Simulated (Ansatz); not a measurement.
**Fixed-spin-moment curve of WSe2**

How does the energy of WSe2 change when the total moment of the cell is held at chosen values, and does the free SCF sit at the minimum of that curve? WSe₂ is taken in its deposited structure (space group P6_3/mmc), 6 atoms in the cell. Source: COD entry 9009146, which need not be the ambient phase.

Method: DFT PBEsol+U, PAW, plane waves, scalar-relativistic; U − J = 6.2 eV on W d, in Ansatz 0.2.0.

**1. The system as given**

It takes space group P6_3/mmc (No. 194, hexagonal). The conventional cell has a = 3.290 Å, b = 3.290 Å, c = 12.970 Å, α = 90.00°, β = 90.00°, γ = 120.00°. W (site symmetry -6m2) is surrounded by 6 Se at 2.53 Å. Se (site symmetry 3m) has 3 W at 2.53 Å as nearest neighbours.

Coordinates:

```
CELL_PARAMETERS angstrom
3.29000 0.00000 0.00000
-1.64500 2.84922 0.00000
0.00000 0.00000 12.97000
ATOMIC_POSITIONS crystal
W 0.33333 0.66667 0.25000
W 0.66667 0.33333 0.75000
Se 0.33333 0.66667 0.62100
Se 0.66667 0.33333 0.12100
Se 0.33333 0.66667 0.87900
Se 0.66667 0.33333 0.37900
```

In tables a label like Se6 counts atoms in the order of input.yaml; a structure file may count by element.

In a fixed run the two spins have Fermi levels of their own, and the moment is shared at the start among the d and f atoms with one sign. No search for lower states follows.

Site moments are integrals over atomic spheres and don't add up to the total.

**2. Parallel moments, free total moment**

The input, input.yaml:

```yaml
crystal:
  lattice:
    - [3.28999845, 0.0, 0.0]
    - [-1.64499923, 2.84922224, 0.0]
    - [0.0, 0.0, 12.97]
  atoms:
    - { symbol: W, position: [0.33333333, 0.66666667, 0.25], spin: 1.0 }
    - { symbol: W, position: [0.66666667, 0.33333333, 0.75], spin: 1.0 }
    - { symbol: Se, position: [0.33333333, 0.66666667, 0.621] }
    - { symbol: Se, position: [0.66666667, 0.33333333, 0.121] }
    - { symbol: Se, position: [0.33333333, 0.66666667, 0.879] }
    - { symbol: Se, position: [0.66666667, 0.33333333, 0.379] }
magnetization:
  spin_polarized: true
hamiltonian:
  xc: pbesol
  pseudopotentials: { kind: paw }
  hubbard: { sites: [{ species: W, l: d, u_eff: 6.2 }] }
basis:
  ecutwfc: 420
kpoints:
  mp_grid: { grid: [8, 8, 2] }
scf:
  occupations: { method: fermi_dirac, width: 0.1 }
  lower_state_search: "off"
output:
  forces: true
  stress: true
```

Output, shortened:

```text
W: projections on atomic orbitals take those of the free atom [Kr 4d10 4f14] 5s2 5p6 5d4 6s2, of charge +0.00 (hamiltonian.pseudopotentials.projection_atoms); the dataset's partial waves leave at most 6.5e-5 of an orbital's norm unspanned inside its sphere
Se: projections on atomic orbitals take those of the free atom [Ar] 3d10 4s2 4p4, of charge +0.00 (hamiltonian.pseudopotentials.projection_atoms); the dataset's partial waves leave at most 2.3e-6 of an orbital's norm unspanned inside its sphere
[...]
Pseudopotentials: kind: paw
Pseudopotential: W, paw, valence charge 14, recommended cutoff 420 eV (normal), W.paw.azcp
Pseudopotential: Se, paw, valence charge 16, recommended cutoff 420 eV (normal), Se.paw.azcp
Functional definition: PBEsol
[...]
Crystal: 6 atoms, lattice volume = 121.580 Å³
Basis set: ecut = 420 eV, 2419 PW (Γ), exchange–correlation on 48×48×180 points (8 copies of the dense FFT grid, shifted against one another)
Bands: 57, of which v1, the nominal top of the filled ones, is band 46 counted from 1 (45 counted from 0)
Symmetry: 24 space group operations
Space group: P63/mmc (ITA 194), of the structure as read, at distance tolerance 5.0e-5 Å
Magnetic group: BNS 194.263 (UNI 1493), of the structure as read, at distance tolerance 5.0e-5 Å
k-points: 20 of 128
[...]
Starting moments: Σ|m| = 2 μB on 2 of 6 sites
[...]
SCF iter   1: F=—  HF=-42197.581829 eV  |F-HF|=—  |Δ(HF+E_count)|=         —  Δρ=3.20e-2 (↑3.20e-2 ↓2.29e-2)  dr2=2.06e0  dr2_m=4.38e-1  M=0.060 μB ∫|m|=1.492 μB  β_m=0.30  ethr=2.23e-3  ⟨swp⟩=1.0  Hψ=10912  notcnv=0
[...]
SCF iter  24: F=-42198.137740 eV  HF=-42198.137740 eV  |F-HF|=8.80e-10  |Δ(HF+E_count)|=  8.95e-10  Δρ=4.38e-7 (↑4.38e-7 ↓9.68e-8)  dr2=8.49e-10  dr2_m=4.63e-11  M=0.000 μB ∫|m|=0.000 μB  ethr=1.00e-12  ⟨swp⟩=1.0  Hψ=6522  notcnv=0
WARN: the starting moments were not kept: the SCF closed with an absolute magnetisation of 5.1e-5 μB, where they sum to 2 μB in size (2 sites). That is at most 0.1 of that sum. Measured as dr2_m measures the in/out step, that magnetisation stands 1.2e-10 eV from none, at or under the [...]
SCF converged after 24 iterations
Magnetization: 0.0000 μB (46.0000 up, 46.0000 down)
Absolute magnetization: 0.0000 μB (∫|ρ↑−ρ↓|, with the PAW one-centre terms)
Spin contamination: 0.0000 ħ² per cell (⟨S²⟩ above its minimum at these occupations)
Per-site moments (μB) at R_I (Å): [(9.731316531134559e-6, 1.0441542627102571), (9.731316531326446e-6, 1.0441542627102574), (-4.167867149992408e-6, 1.0441542627102574), (-4.167867149896119e-6, 1.0441542627102574), (-4.167867149997934e-6, 1.0441542627102574), (-4.16786714990278e-6, [...]
Free energy (F): -42198.137740 eV
[...]
E sigma→0 (E₀):  -42198.137519 eV
Entropy (-TS):   -0.000442 eV (-0.074 meV/atom)
Fermi energy:    13.004905 eV
[...]
--- Forces (eV/Å), atoms counted from 1 ---
  atom   1  W      0.00000000     0.00000000    -0.00000000
  atom   2  W     -0.00000000    -0.00000000     0.00000000
  atom   3  Se    -0.00000000     0.00000000     0.13541469
  atom   4  Se     0.00000000    -0.00000000     0.13541469
  atom   5  Se     0.00000000     0.00000000    -0.13541469
  atom   6  Se     0.00000000    -0.00000000    -0.13541469
[...]
--- Stress (GPa, compression-positive) ---
       -0.949363       0.000000      -0.000000
       -0.000000      -0.949363       0.000000
       -0.000000       0.000000      -0.702184
  P = ⅓ Tr σ = -0.8670 GPa (-8.670 kbar)
Occupation matrices written to <dir>
```

Run time: 29 s. Hardware: 2 threads of an x86-64 CPU, shared host; peak memory 0.66 GiB.

Site moments W1 0.00, W2 0.00 μB, total 0.00 μB.

**3. Total moment fixed at 0 μB**

input.yaml, as its differences from that of step 2:

```diff
@@ -6,4 +6,4 @@
   atoms:
-    - { symbol: W, position: [0.33333333, 0.66666667, 0.25], spin: 1.0 }
-    - { symbol: W, position: [0.66666667, 0.33333333, 0.75], spin: 1.0 }
+    - { symbol: W, position: [0.33333333, 0.66666667, 0.25] }
+    - { symbol: W, position: [0.66666667, 0.33333333, 0.75] }
     - { symbol: Se, position: [0.33333333, 0.66666667, 0.621] }
@@ -14,2 +14,4 @@
   spin_polarized: true
+  initial_magnetization: 0
+  spin_locking: { lock_magnetization: hard }
 hamiltonian:
@@ -25,2 +27,3 @@
   lower_state_search: "off"
+  max_iter: 150
 output:
```

Output, shortened:

```text
Warning: output.stress: scf.convergence.dr2_threshold = 1e-7 eV (the SCF's general default) is looser than the 6e-10 eV advised for a printed stress (1e-10 eV for each atom of the cell: 6). What an SCF threshold leaves in a stress goes as its square root, and in the free energy as the [...]
[... 11 lines as in an earlier run ...]
Bands: 56, of which v1, the nominal top of the filled ones, is band 46 counted from 1 (45 counted from 0)
[... 10 lines as in an earlier run ...]
[...]
[... 2 lines as in an earlier run ...]
SCF iter   1: F=—  HF=-42198.211073 eV  |F-HF|=—  |Δ(HF+E_count)|=         —  Δρ=1.72e-2 (↑1.72e-2 ↓1.72e-2)  dr2=3.24e0  dr2_m=0.00e0  M=0.000 μB ∫|m|=0.000 μB  β_m=0.30  ethr=3.10e-3  ⟨swp⟩=6.2  Hψ=3992  notcnv=0
[...]
[... 1 line as in an earlier run ...]
[...]
SCF iter  10: F=-42198.137740 eV  HF=-42198.137740 eV  |F-HF|=1.72e-8  |Δ(HF+E_count)|=   2.06e-7  Δρ=2.58e-6 (↑2.58e-6 ↓2.58e-6)  dr2=4.80e-8  dr2_m=0.00e0  M=0.000 μB ∫|m|=0.000 μB  ethr=1.09e-10  ⟨swp⟩=3.0  Hψ=4249  notcnv=0
[...]
Magnetization: 0.0000 μB (46.0000 up, 46.0000 down)
Absolute magnetization: 0.0000 μB (∫|ρ↑−ρ↓|)
Spin contamination: 0.0000 ħ² per cell (⟨S²⟩ above its minimum at these occupations)
Per-site moments (μB) at R_I (Å): [(0.0, 1.0441542627102571), (0.0, 1.0441542627102574), (0.0, 1.0441542627102574), (0.0, 1.0441542627102574), (0.0, 1.0441542627102574), (0.0, 1.0441542627102571)]
Free energy (F): -42198.137740 eV
[...]
E sigma→0 (E₀):  -42198.137519 eV
Entropy (-TS):   -0.000442 eV (-0.074 meV/atom)
Fermi energy:    13.004942 (↑ 13.004942, ↓ 13.004942) eV
[...]
--- Forces (eV/Å), atoms counted from 1 ---
  atom   1  W     -0.00000000     0.00000000    -0.00000000
  atom   2  W      0.00000000    -0.00000000     0.00000000
  atom   3  Se     0.00000000     0.00000000     0.13542981
  atom   4  Se    -0.00000000    -0.00000000     0.13542981
  atom   5  Se     0.00000000    -0.00000000    -0.13542981
  atom   6  Se     0.00000000     0.00000000    -0.13542981
[...]
--- Stress (GPa, compression-positive) ---
       -0.950096      -0.000000      -0.000000
       -0.000000      -0.950096       0.000000
       -0.000000       0.000000      -0.702697
  P = ⅓ Tr σ = -0.8676 GPa (-8.676 kbar)
Occupation matrices written to <dir>
```

Wall time 8.8 s (2 threads of an x86-64 CPU, shared host); peak memory 0.66 GiB.

Site moments W1 0.00, W2 0.00 μB, total 0.00 μB; the free energy is that of step 2 within 0.5 meV.

**4. Total moment fixed at 4 μB**

input.yaml, as its differences from that of step 3:

```diff
@@ -6,4 +6,4 @@
   atoms:
-    - { symbol: W, position: [0.33333333, 0.66666667, 0.25] }
-    - { symbol: W, position: [0.66666667, 0.33333333, 0.75] }
+    - { symbol: W, position: [0.33333333, 0.66666667, 0.25], spin: 2.0 }
+    - { symbol: W, position: [0.66666667, 0.33333333, 0.75], spin: 2.0 }
     - { symbol: Se, position: [0.33333333, 0.66666667, 0.621] }
@@ -14,3 +14,3 @@
   spin_polarized: true
-  initial_magnetization: 0
+  initial_magnetization: 4
   spin_locking: { lock_magnetization: hard }
```

Output:

```text
[... 12 lines as in an earlier run ...]
Bands: 58, of which v1, the nominal top of the filled ones, is band 46 counted from 1 (45 counted from 0)
[... 12 lines as in an earlier run ...]
Starting moments: Σ|m| = 4 μB on 2 of 6 sites
[... 2 lines as in an earlier run ...]
iter 1 solved again at ethr=1.48e-3 eV; its pass at ethr=3.10e-3 eV (dr2=1.36e0 eV) is discarded
SCF iter   1: F=—  HF=-42195.254268 eV  |F-HF|=—  |Δ(HF+E_count)|=         —  Δρ=3.25e-2 (↑3.00e-2 ↓3.25e-2)  dr2=1.37e0  dr2_m=7.97e-1  M=4.000 μB ∫|m|=4.874 μB  β_m=0.30  ethr=1.48e-3  ⟨swp⟩=1.0  Hψ=11185  notcnv=0
preconditioner: auto → Kerker (q_TF=auto, 2.604 Å⁻¹)  [metal: Δε(μ)=0.074 eV  Ē_g=9.501 eV  σ=0.100 eV  W_gap=0.18  n_scr=40 (ndim 8)  ℏωp=20.2 eV  f_vac=0.022  D(μ)=3.50/eV (n_scr^D=26)]
spin=Collinear: Kerker preconditioning applied to the charge; magnetization (m = ρ↑ − ρ↓) channel mixes plain (no charge-response kernel on spin).
SCF iter   2: F=—  HF=-42195.899493 eV  |F-HF|=—  |Δ(HF+E_count)|=   6.45e-1  Δρ=2.41e-2 (↑2.13e-2 ↓2.41e-2)  dr2=8.70e-1  dr2_m=4.31e-1  M=4.000 μB ∫|m|=5.100 μB  β_m=0.65  ethr=1.48e-3  ⟨swp⟩=2.0  Hψ=2704  notcnv=0
SCF iter   3: F=—  HF=-42197.046854 eV  |F-HF|=—  |Δ(HF+E_count)|=    1.15e0  Δρ=6.24e-3 (↑6.24e-3 ↓5.65e-3)  dr2=3.59e-1  dr2_m=2.18e-2  M=4.000 μB ∫|m|=5.592 μB  β_m=0.82  ethr=9.46e-4  ⟨swp⟩=2.5  Hψ=3792  notcnv=0  defer=5
SCF iter   4: F=—  HF=-42197.082790 eV  |F-HF|=—  |Δ(HF+E_count)|=   3.59e-2  Δρ=1.86e-3 (↑1.86e-3 ↓1.72e-3)  dr2=4.60e-2  dr2_m=8.26e-4  M=4.000 μB ∫|m|=5.717 μB  β_m=0.79  ethr=3.90e-4  ⟨swp⟩=2.9  Hψ=4676  notcnv=0  defer=103
SCF iter   5: F=—  HF=-42197.078491 eV  |F-HF|=—  |Δ(HF+E_count)|=   4.30e-3  Δρ=1.20e-3 (↑1.20e-3 ↓1.14e-3)  dr2=1.39e-2  dr2_m=1.02e-4  M=4.000 μB ∫|m|=5.740 μB  β_m=0.86  ethr=5.00e-5  ⟨swp⟩=2.0  Hψ=3804  notcnv=0  defer=103
SCF iter   6: F=—  HF=-42197.076711 eV  |F-HF|=—  |Δ(HF+E_count)|=   1.78e-3  Δρ=4.18e-4 (↑4.18e-4 ↓3.75e-4)  dr2=1.73e-3  dr2_m=2.89e-5  M=4.000 μB ∫|m|=5.752 μB  β_m=0.93  ethr=1.51e-5  ⟨swp⟩=2.0  Hψ=3003  notcnv=0  defer=103
SCF iter   7: F=—  HF=-42197.077089 eV  |F-HF|=—  |Δ(HF+E_count)|=   3.79e-4  Δρ=2.26e-4 (↑2.08e-4 ↓2.26e-4)  dr2=9.34e-4  dr2_m=2.20e-6  M=4.000 μB ∫|m|=5.745 μB  β_m=0.96  ethr=1.88e-6  ⟨swp⟩=2.0  Hψ=2688  notcnv=0  defer=103
SCF iter   8: F=—  HF=-42197.077089 eV  |F-HF|=—  |Δ(HF+E_count)|=   3.34e-8  Δρ=5.71e-5 (↑5.71e-5 ↓5.67e-5)  dr2=3.45e-5  dr2_m=7.67e-7  M=4.000 μB ∫|m|=5.741 μB  β_m=0.98  ethr=1.02e-6  ⟨swp⟩=2.0  Hψ=2654  notcnv=0  defer=103
SCF iter   9: F=—  HF=-42197.077097 eV  |F-HF|=—  |Δ(HF+E_count)|=   8.18e-6  Δρ=1.81e-5 (↑1.81e-5 ↓1.38e-5)  dr2=8.14e-7  dr2_m=7.93e-8  M=4.000 μB ∫|m|=5.740 μB  β_m=0.99  ethr=3.75e-8  ⟨swp⟩=2.2  Hψ=3128  notcnv=0  defer=103
SCF iter  10: F=-42197.077098 eV  HF=-42197.077098 eV  |F-HF|=1.13e-8  |Δ(HF+E_count)|=   5.92e-7  Δρ=3.04e-6 (↑3.04e-6 ↓2.74e-6)  dr2=4.40e-8  dr2_m=1.38e-9  M=4.000 μB ∫|m|=5.740 μB  ethr=1.09e-10  ⟨swp⟩=3.0  Hψ=9411  notcnv=0
the last iteration of the SCF fills more bands at one k-point than at another: 46 at σ=↑ k=0 and 50 at σ=↑ k=7; 44 at every k-point of σ=↓ (a band counts as filled where it holds over half of its capacity, the bands of one level by their mean; [...]
SCF 1 converged in 10 iterations: F = -42197.077098 eV  dr2 = 4.40e-8
SCF converged after 10 iterations
[... 1 line as in an earlier run ...]
Magnetization: 4.0000 μB (48.0000 up, 44.0000 down)
Absolute magnetization: 5.6890 μB (∫|ρ↑−ρ↓|, with the PAW one-centre terms)
Spin contamination: 0.5186 ħ² per cell (⟨S²⟩ above its minimum at these occupations)
Per-site moments (μB) at R_I (Å): [(1.6654572457783732, 1.0441542627102571), (1.665457245778374, 1.0441542627102574), (-0.17134986920431966, 1.0441542627102574), (-0.17134986920431963, 1.0441542627102574), (-0.17134986920431974, 1.0441542627102574), (-0.17134986920432027, 1.0441542627102571)]
Free energy (F): -42197.077098 eV
Harris-Foulkes:  -42197.077098 eV  (|F-HF|=1.13e-8)
Internal energy: -42196.997652 eV  (E = F + TS)
E sigma→0 (E₀):  -42197.037375 eV
Entropy (-TS):   -0.079446 eV (-13.241 meV/atom)
Fermi energy:    13.242842 (↑ 13.242842, ↓ 12.749329) eV
[... 18 lines left out: energy terms ...]
--- Forces (eV/Å), atoms counted from 1 ---
  atom   1  W      0.00000000     0.00000000     0.00000000
  atom   2  W     -0.00000000    -0.00000000    -0.00000000
  atom   3  Se     0.00000000     0.00000000    -0.88546183
  atom   4  Se     0.00000000    -0.00000000    -0.88546183
  atom   5  Se    -0.00000000     0.00000000     0.88546183
  atom   6  Se    -0.00000000    -0.00000000     0.88546183
  max |Σ_I F_I| component: 1.11e-16 eV/Å
--- Stress (GPa, compression-positive) ---
       19.871102      -0.000000      -0.000000
       -0.000000      19.871102      -0.000000
       -0.000000      -0.000000       7.948903
  P = ⅓ Tr σ = 15.8970 GPa (158.970 kbar)
Occupation matrices written to <dir>
```

Wall time 14 s (2 threads of an x86-64 CPU, shared host); peak memory 0.66 GiB.

Moments: W1 1.67, W2 1.67 μB; total 4.00 μB per cell; the free energy is 1061 meV per cell above that of step 2.

**5. Total moment fixed at 2 μB**

input.yaml, as its differences from that of step 4:

```diff
@@ -6,4 +6,4 @@
   atoms:
-    - { symbol: W, position: [0.33333333, 0.66666667, 0.25], spin: 2.0 }
-    - { symbol: W, position: [0.66666667, 0.33333333, 0.75], spin: 2.0 }
+    - { symbol: W, position: [0.33333333, 0.66666667, 0.25], spin: 1.0 }
+    - { symbol: W, position: [0.66666667, 0.33333333, 0.75], spin: 1.0 }
     - { symbol: Se, position: [0.33333333, 0.66666667, 0.621] }
@@ -14,3 +14,3 @@
   spin_polarized: true
-  initial_magnetization: 4
+  initial_magnetization: 2
   spin_locking: { lock_magnetization: hard }
```

Output, shortened:

```text
[... 25 lines as in an earlier run ...]
Starting moments: Σ|m| = 2 μB on 2 of 6 sites
[... 2 lines as in an earlier run ...]
[...]
SCF iter   1: F=—  HF=-42196.537609 eV  |F-HF|=—  |Δ(HF+E_count)|=         —  Δρ=2.33e-2 (↑2.33e-2 ↓2.25e-2)  dr2=1.81e0  dr2_m=2.03e-1  M=2.000 μB ∫|m|=2.427 μB  β_m=0.30  ethr=1.96e-3  ⟨swp⟩=1.0  Hψ=10912  notcnv=0
[...]
[... 1 line as in an earlier run ...]
[...]
SCF iter  12: F=-42197.156505 eV  HF=-42197.156505 eV  |F-HF|=8.12e-9  |Δ(HF+E_count)|=   2.13e-7  Δρ=2.36e-6 (↑2.00e-6 ↓2.36e-6)  dr2=2.80e-8  dr2_m=1.56e-9  M=2.000 μB ∫|m|=3.007 μB  ethr=1.09e-10  ⟨swp⟩=4.0  Hψ=7675  notcnv=0
the last iteration of the SCF fills more bands at one k-point than at another: 46 at σ=↑ k=0 and 48 at σ=↑ k=14; 44 at σ=↓ k=0 and 46 at σ=↓ k=5 (a band counts as filled where it holds over half of its capacity, the bands of one level by their mean; [...]
Free energy (F): -42197.156505 eV
[...]
E sigma→0 (E₀):  -42197.095801 eV
Entropy (-TS):   -0.121408 eV (-20.235 meV/atom)
Fermi energy:    13.170752 (↑ 13.467048, ↓ 12.874455) eV
[...]
--- Forces (eV/Å), atoms counted from 1 ---
  atom   1  W      0.00000000     0.00000000     0.00000000
  atom   2  W     -0.00000000    -0.00000000    -0.00000000
  atom   3  Se    -0.00000000     0.00000000    -0.20938233
  atom   4  Se     0.00000000    -0.00000000    -0.20938233
  atom   5  Se    -0.00000000     0.00000000     0.20938233
  atom   6  Se     0.00000000    -0.00000000     0.20938233
[...]
--- Stress (GPa, compression-positive) ---
        7.495675      -0.000000      -0.000000
       -0.000000       7.495675       0.000000
       -0.000000       0.000000       2.028437
  P = ⅓ Tr σ = 5.6733 GPa (56.733 kbar)
Occupation matrices written to <dir>
```

Wall time 17 s (2 threads of an x86-64 CPU, shared host); peak memory 0.67 GiB.

Site moments W1 0.89, W2 0.89 μB, total 2.00 μB; the free energy is 981 meV per cell above that of step 2.

**6. Parallel moments scaled by 0.1, free total moment**

input.yaml, as its differences from that of step 5:

```diff
@@ -6,4 +6,4 @@
   atoms:
-    - { symbol: W, position: [0.33333333, 0.66666667, 0.25], spin: 1.0 }
-    - { symbol: W, position: [0.66666667, 0.33333333, 0.75], spin: 1.0 }
+    - { symbol: W, position: [0.33333333, 0.66666667, 0.25], spin: 0.1 }
+    - { symbol: W, position: [0.66666667, 0.33333333, 0.75], spin: 0.1 }
     - { symbol: Se, position: [0.33333333, 0.66666667, 0.621] }
@@ -14,4 +14,2 @@
   spin_polarized: true
-  initial_magnetization: 2
-  spin_locking: { lock_magnetization: hard }
 hamiltonian:
@@ -27,3 +25,2 @@
   lower_state_search: "off"
-  max_iter: 150
 output:
```

Output, shortened:

```text
[... 24 lines as in an earlier run ...]
Starting moments: Σ|m| = 0.2 μB on 2 of 6 sites
[... 2 lines as in an earlier run ...]
[...]
SCF iter   1: F=—  HF=-42198.089175 eV  |F-HF|=—  |Δ(HF+E_count)|=         —  Δρ=2.07e-2 (↑2.07e-2 ↓1.94e-2)  dr2=2.14e0  dr2_m=4.51e-3  M=0.000 μB ∫|m|=0.148 μB  β_m=0.30  ethr=2.32e-3  ⟨swp⟩=1.0  Hψ=10481  notcnv=0
[...]
[... 1 line as in an earlier run ...]
[...]
spin-set hold released at iteration 9 (site moments contracting): the magnetisation degrees of freedom join the quasi-Newton model from the next iteration; the mixer history was flushed
[...]
WARN: the starting moments were not kept: the SCF closed with an absolute magnetisation of 1.2e-4 μB, where they sum to 0.2 μB in size (2 sites). That is at most 0.1 of that sum. Measured as dr2_m measures the in/out step, that magnetisation stands 2.3e-9 eV from none, at or under the [...]
SCF iter  21: F=-42198.137740 eV  HF=-42198.137740 eV  |F-HF|=1.46e-11  |Δ(HF+E_count)|=   1.98e-7  Δρ=3.26e-7 (↑3.26e-7 ↓2.48e-7)  dr2=3.20e-10  dr2_m=3.95e-11  M=-0.000 μB ∫|m|=0.000 μB  ethr=1.00e-12  ⟨swp⟩=1.0  Hψ=8927  notcnv=0
[...]
WARN: the starting moments were not kept: the SCF closed with an absolute magnetisation of 1.2e-4 μB, where they sum to 0.2 μB in size (2 sites). That is at most 0.1 of that sum. Measured as dr2_m measures the in/out step, that magnetisation stands 2.3e-9 eV from none, at or under the [...]
Spin contamination: 0.0000 ħ² per cell (⟨S²⟩ above its minimum at these occupations)
Per-site moments (μB) at R_I (Å): [(-2.0951697589356414e-7, 1.0441542627102571), (-2.095169758591492e-7, 1.0441542627102574), (-1.8908200959766164e-6, 1.0441542627102574), (-1.8908200959984288e-6, 1.0441542627102574), (-1.8908200959573773e-6, 1.0441542627102574), (-1.8908200958284002e-6, [...]
Free energy (F): -42198.137740 eV
[...]
E sigma→0 (E₀):  -42198.137519 eV
Entropy (-TS):   -0.000442 eV (-0.074 meV/atom)
Fermi energy:    13.004900 eV
[... 18 lines left out: energy terms ...]
--- Forces (eV/Å), atoms counted from 1 ---
  atom   1  W     -0.00000000     0.00000000    -0.00000000
  atom   2  W      0.00000000    -0.00000000     0.00000000
  atom   3  Se    -0.00000000     0.00000000     0.13541898
  atom   4  Se    -0.00000000    -0.00000000     0.13541898
  atom   5  Se     0.00000000     0.00000000    -0.13541898
  atom   6  Se     0.00000000    -0.00000000    -0.13541898
[...]
--- Stress (GPa, compression-positive) ---
       -0.949456       0.000000      -0.000000
        0.000000      -0.949456       0.000000
       -0.000000       0.000000      -0.702244
  P = ⅓ Tr σ = -0.8671 GPa (-8.671 kbar)
Occupation matrices written to <dir>
```

Run time: 31 s. Hardware: 2 threads of an x86-64 CPU, shared host; peak memory 0.66 GiB.

Moments: W1 0.00, W2 0.00 μB; total 0.00 μB per cell; the free energy is that of step 2 within 0.5 meV.

**7. Energy against moment**

```csv
M (μB/cell),above lowest (meV/cell),moments of W1 W2 (μB),pressure (GPa)
0.00,0,0.00 0.00,-0.9
2.00,981,0.89 0.89,5.7
4.00,1061,1.67 1.67,15.9
```

The 5 runs of this session took 100 s in all, from 8.8 s to 31 s each.

M (μB), meV per cell and a bar:
```
     0.00          0 
     2.00        981 ############################
     4.00       1061 ##############################
```

**8. What came out**

| quantity | value |
| --- | --- |
| lowest fixed-moment run | M = 0.00 μB, 0 meV above the lowest run |
| free runs end at | 0.00 μB (0 meV), 0.00 μB (0 meV) |
| cost of M = 0 (from this start; opposed moments can cost less) | 0 meV per cell |
| cost of the largest M | 1061 meV per cell at 4.00 μB |

What this shows: Of the moments tried, 0.00 μB costs least. With the constraint off the moment settles at 0.00 μB, the lowest energy of all runs.
